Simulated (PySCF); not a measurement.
# [BBrH3]-: geometry, NMR shifts, electronic excitations and spin-spin couplings

Aim: predict the NMR shifts, electronic excitations and spin-spin couplings of [BBrH3]- (`[H][B-]([H])([H])Br`).

Computed with PySCF 2.14.0, with density-fitted response routines of our own, on a single molecule in the gas phase. Atoms count from 0, in the outputs and in this text.

## (1) The molecule as given

5 atoms, charge -1, multiplicity 1; geometry from: GFN2-xTB.

Bonds of the start (Å): B0–Br1 2.03, B0–H2 1.21, B0–H3 1.21, B0–H4 1.21.

## (2) Geometry optimisation at PBE0-D3(BJ)/def2-SVP

What the job is given:

```
{"job": {"xc": "PBE0", "basis": "def2-SVP", "d3": "d3bj", "grid": 1, "maxiter": 40, "kind": "geom"}, "charge": -1, "multiplicity": 1}
B     -0.002450     0.001710    -0.185070
Br     0.015160    -0.019850     1.842860
H      1.149500     0.010510    -0.559790
H     -0.585750     1.003800    -0.536400
H     -0.576460    -0.996180    -0.561610
```

The runs that follow: Shielding tensors: PBE0/pcSseg-1; TDDFT and polarisability: PBE0/def2-SVPD; Spin-spin couplings: B3LYP/pcSseg-1+pcJ-1; NMR shieldings: KT2/pcSseg-1.

**Question.** After this job, these run on its result: GIAO PBE0/pcSseg-1 NMR shielding, non-relativistic, gas phase; TDDFT PBE0/def2-SVPD, vertical, gas phase, core orbitals frozen in the response; B3LYP/pcJ-1 Br:pcSseg-1 indirect spin-spin coupling, non-relativistic, gas phase; GIAO KT2/pcSseg-1 NMR shielding, non-relativistic, gas phase. Predict these results of the whole session: point group; rotational constants (main isotopes); 1H shifts against TMS (PBE0/pcSseg-1); 11B shifts against BF3·OEt2 (PBE0/pcSseg-1); 79Br shifts against HBr (PBE0/pcSseg-1); lowest singlet (PBE0/def2-SVPD); brightest single state of those computed; lowest triplet; largest coupling (B3LYP/pcSseg-1+pcJ-1); range of the shift of Br1.

The runs gave:

| quantity | value |
| --- | --- |
| point group | C3v |
| rotational constants (main isotopes) | 119.57, 8.41, 8.41 GHz |
| 1H shifts against TMS (PBE0/pcSseg-1) | 2.44 ppm |
| 11B shifts against BF3·OEt2 (PBE0/pcSseg-1) | -21.5 ppm |
| 79Br shifts against HBr (PBE0/pcSseg-1) | -446 ppm |
| lowest singlet (PBE0/def2-SVPD) | 5.51 eV (225 nm), f = 0.024 |
| brightest single state of those computed | state 8, 6.62 eV, f = 0.110 |
| lowest triplet | 5.36 eV |
| largest coupling (B3LYP/pcSseg-1+pcJ-1) | 1J(B,H) B0–H2, 116.4 Hz |
| range of the shift of Br1 | -446 to -428 ppm |

Over 4 steps the energy fell by 0.060 eV; of the bonded pairs, B0–Br1 changed most, 2.028 to 2.126 Å. At PBE0/pcSseg-1: The largest span, 47 ppm, is at B0, where the paramagnetic term is -63 ppm. The first singlet state (HOMO→LUMO 0.74, HOMO→LUMO+1 0.24) lies at 5.51 eV and is weak; of the 10 states computed, the strongest absorption comes from state 8 at 6.62 eV. The lowest triplet lies 0.15 eV below the lowest singlet (triplets in Tamm-Dancoff, singlets in full TDDFT). The lowest singlet lies above −ε(HOMO); no detachment energy was computed, so the anion's states may not be bound. Of the pairs computed, B0–H2 (mean over like pairs) couples most strongly (116.4 Hz; Fermi contact 115.9 Hz). Across the 2 runs the shift of Br1 moves most, between -446 (PBE0/pcSseg-1) and -428 ppm (KT2/pcSseg-1). Spin-orbit coupling is left out, which matters for shieldings and couplings at and beside the heavy atoms.
